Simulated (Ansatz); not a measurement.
# One shape, several levels: BH2Br (SMILES [H]B([H])Br)

Wanted: a comparison of 6 runs (HF/STO-3G, UHF/STO-3G, B3LYP/STO-3G, HSE06/STO-3G, UMP2/STO-3G, CCSDT/STO-3G) of BH2Br. 

Program for the calculation: Ansatz 0.2.0.

51 further runs of the same task are left out: 2 that didn't finish, 49 set aside as unsound or not needed.

## Step 1: Starting point

The species is BH2Br (4 atoms), meant as a singlet with charge 0. As SMILES, `[H]B([H])Br`. The H2–B1 distance was set to 1.754 Å, away from the relaxed value. At this shape a bond of the SMILES string is far longer than usual.

Bond lengths: B1–Br4 1.842 Å, B1–H3 1.170 Å. Angles: H3–B1–Br4 119.1°. A long bond or contact: B1–H2 1.754 Å.

## Step 2: A single-point energy at HF/STO-3G (run 1)

File run.yaml:

```yaml
crystal:
  periodic: [false, false, false]
  atoms:
    - symbol: B
      position_ang: [-0.493388, 0.171846, -0.008280]
    - symbol: H
      position_ang: [1.259830, 0.109070, 0.015270]
    - symbol: H
      position_ang: [-1.074558, 1.186676, -0.026970]
    - symbol: Br
      position_ang: [-1.445168, -1.404814, -0.003570]
basis:
  gaussian:
    orbitals: STO-3G
hamiltonian:
  xc: hf
accuracy: high
```

Run with:

```bash
$ ansatz run run.yaml --threads 1 --pin off --max-ram 2610MiB --events-out events.jsonl --progress --plain --runs-dir runs
```

Output:

```text
Warning: RAYON_NUM_THREADS=1 ignored (pool sized by the plan → 1); use --threads N
Functional definition: HF
  name "HF"
  exchange = exact_x
  correlation = 0
341 factors; integrals over basis functions are off by at most 2.0e-8 eV
mean field evaluation 1: about -69934.1416 eV, gradient 1.9e1 eV
mean field evaluation 2: about -69934.1589 eV, gradient 1.9e1 eV
mean field evaluation 4: about -69936.0081 eV, gradient 1.3e0 eV
mean field evaluation 8: about -69936.0167 eV, gradient 1.1e-4 eV
mean field -69936.01674365 eV, -2570.1012109946 hartree, gradient 1.1e-8 eV, S^2 0.000000; 0 other end points of the search recorded, 0 dependent functions left out
reference -69936.01674365 eV, -2570.1012109946 hartree; 21, 21 occupied and 4, 4 virtual orbitals, 341 factors
Total energy: -69936.01674365 eV, -2570.1012109946 hartree
```

It took 0.16 s on 1 thread of Arm Neoverse V1, shared host.

## Step 3: The energy at UHF/STO-3G (run 2)

File input.yaml:

```yaml
basis:
  gaussian:
    orbitals: STO-3G
crystal:
  periodic: [false, false, false]
  atoms:
    - {symbol: B, position_ang: [-0.493388, 0.171846, -0.008280]}
    - {symbol: H, position_ang: [1.259830, 0.109070, 0.015270]}
    - {symbol: H, position_ang: [-1.074558, 1.186676, -0.026970]}
    - {symbol: Br, position_ang: [-1.445168, -1.404814, -0.003570]}
magnetization:
  spin_polarized: true
accuracy: high
hamiltonian:
  xc: hf
```

Run with:

```bash
$ ansatz run input.yaml --threads 1 --pin off --max-ram 2610MiB --events-out events.jsonl --progress --plain --runs-dir runs
```

Output:

```text
Warning: RAYON_NUM_THREADS=1 ignored (pool sized by the plan → 1); use --threads N
[... 4 set-up lines as earlier in the session ...]
341 factors; integrals over basis functions are off by at most 2.0e-8 eV
mean field evaluation 1: about -69934.1416 eV, gradient 1.3e1 eV
mean field evaluation 2: about -69934.1589 eV, gradient 1.3e1 eV
mean field evaluation 4: about -69936.0081 eV, gradient 9.2e-1 eV
mean field evaluation 8: about -69936.0167 eV, gradient 7.3e-5 eV
mean field evaluation 16: about -69936.0241 eV, gradient 7.9e-2 eV
mean field evaluation 32: about -69935.0130 eV, gradient 5.5e0 eV
mean field evaluation 64: about -69936.0078 eV, gradient 6.4e-2 eV
mean field -69936.02443140 eV, -2570.1014935139 hartree, gradient 1.5e-8 eV, S^2 0.076708; 4 other end points of the search recorded, 0 dependent functions left out
reference -69936.02443140 eV, -2570.1014935139 hartree; 21, 21 occupied and 4, 4 virtual orbitals, 341 factors
Total energy: -69936.02443140 eV, -2570.1014935139 hartree
```

Wall time 0.36 s (1 thread of Arm Neoverse V1, shared host).

## Step 4: A single-point energy at B3LYP/STO-3G (run 3)

File job.yaml:

```yaml
crystal:
  periodic: [false, false, false]
  atoms:
    - {symbol: B, position_ang: [-0.493388, 0.171846, -0.008280]}
    - {symbol: H, position_ang: [1.259830, 0.109070, 0.015270]}
    - {symbol: H, position_ang: [-1.074558, 1.186676, -0.026970]}
    - {symbol: Br, position_ang: [-1.445168, -1.404814, -0.003570]}
basis:
  gaussian:
    orbitals: STO-3G
hamiltonian:
  xc: {name: B3LYP}
accuracy: high
```

Run with:

```bash
$ ansatz run job.yaml --threads 1 --pin off --max-ram 2610MiB --events-out events.jsonl --progress --plain --runs-dir runs
```

Output:

```text
Warning: RAYON_NUM_THREADS=1 ignored (pool sized by the plan → 1); use --threads N
Functional definition: B3LYP
  name "B3LYP"
  parameter a0 = 0.2
  parameter ax = 0.72
  parameter ac = 0.81
  exchange = (1 - a0 - ax)*slater_x + ax*b88_x + a0*exact_x
  correlation = (1 - ac)*vwn_rpa_c + ac*lyp_c
341 factors; integrals over basis functions are off by at most 2.0e-8 eV
mean field evaluation 1: about -69977.4623 eV, gradient 1.5e1 eV
mean field evaluation 2: about -69976.2377 eV, gradient 2.4e1 eV
mean field evaluation 4: about -69978.4486 eV, gradient 3.4e-1 eV
mean field evaluation 8: about -69978.3928 eV, gradient 5.2e-3 eV
mean field -69978.39284647 eV, -2571.6585040494 hartree, gradient 8.4e-8 eV, S^2 0.000000; 0 other end points of the search recorded, 0 dependent functions left out
reference -69978.39287096 eV, -2571.6585049496 hartree; 21, 21 occupied and 4, 4 virtual orbitals, 341 factors
Total energy: -69978.39287096 eV, -2571.6585049496 hartree
```

Wall time 1.1 s (1 thread of Arm Neoverse V1, shared host); peak memory 0.091 GiB.

Runs 4 to 5 aren't shown in full; the table further down has their settings and results.

## Step 5: A single-point energy at CCSDT/STO-3G (run 6)

File input.yaml:

```yaml
crystal:
  periodic: [false, false, false]
  atoms:
    - symbol: B
      position_ang: [-0.493388, 0.171846, -0.008280]
    - symbol: H
      position_ang: [1.259830, 0.109070, 0.015270]
    - symbol: H
      position_ang: [-1.074558, 1.186676, -0.026970]
    - symbol: Br
      position_ang: [-1.445168, -1.404814, -0.003570]
basis:
  gaussian:
    orbitals: STO-3G
correlation:
  method: ccsdt
  frozen_orbitals: {B: 1, Br: 9, H: 0}
accuracy: high
scf:
  omitted_lower_state_checks: [cluster_reference, increment]
```

Run with:

```bash
$ ansatz run input.yaml --threads 1 --pin off --max-ram 2610MiB --events-out events.jsonl --progress --plain --runs-dir runs
```

Output:

```text
Warning: RAYON_NUM_THREADS=1 ignored (pool sized by the plan → 1); use --threads N
[... 11 lines left out ...]
10 core orbitals not correlated: weight in the atoms' cores, before any rotation towards them, 1.000 or more for the frozen orbitals, at most 0.000 for the correlated occupied ones
[... 25 lines left out ...]
Total energy: -69938.54819442 eV, -2570.1942400943 hartree
Checks for a lower state left out: cluster_reference, increment
```

It took 0.54 s on 1 thread of Arm Neoverse V1, shared host.

## Step 6: Overview of the runs

```
run         level  frozen core orbitals   energy (Eh)  wall time
  1     HF/STO-3G                     –  -2570.101211     0.16 s
  2    UHF/STO-3G                     –  -2570.101494     0.36 s
  3  B3LYP/STO-3G                     –  -2571.658505      1.1 s
  4  HSE06/STO-3G                     –  -2571.403558      1.4 s
  5   UMP2/STO-3G                    10  -2570.160233     0.32 s
  6  CCSDT/STO-3G                    10  -2570.194240     0.54 s
```

## Step 7: Results

```
                                           quantity           value
                                run 6: total energy  -2570.19424 Eh
run 6: correlation energy (10 core orbitals frozen)       -93.0 mEh
                               run 6: T1 diagnostic           0.012
```

In words: Below the UHF energy at the same shape and in the same basis (STO-3G): UMP2 -58.7 mEh; CCSDT -92.7 mEh. Some of these start from another determinant than that one, so these aren't their correlation energies. Totals of different functionals can't be ranked against each other. In run 6 the log says that unrestricted orbitals would lower the reference, so the values rest on an unstable closed-shell determinant (other closed-shell runs at this shape may share the fault). In runs 1, 2, 3, 4, 5, 6 the basis is minimal, so the values are rough. All runs together took 3.9 s, the longest 1.4 s.
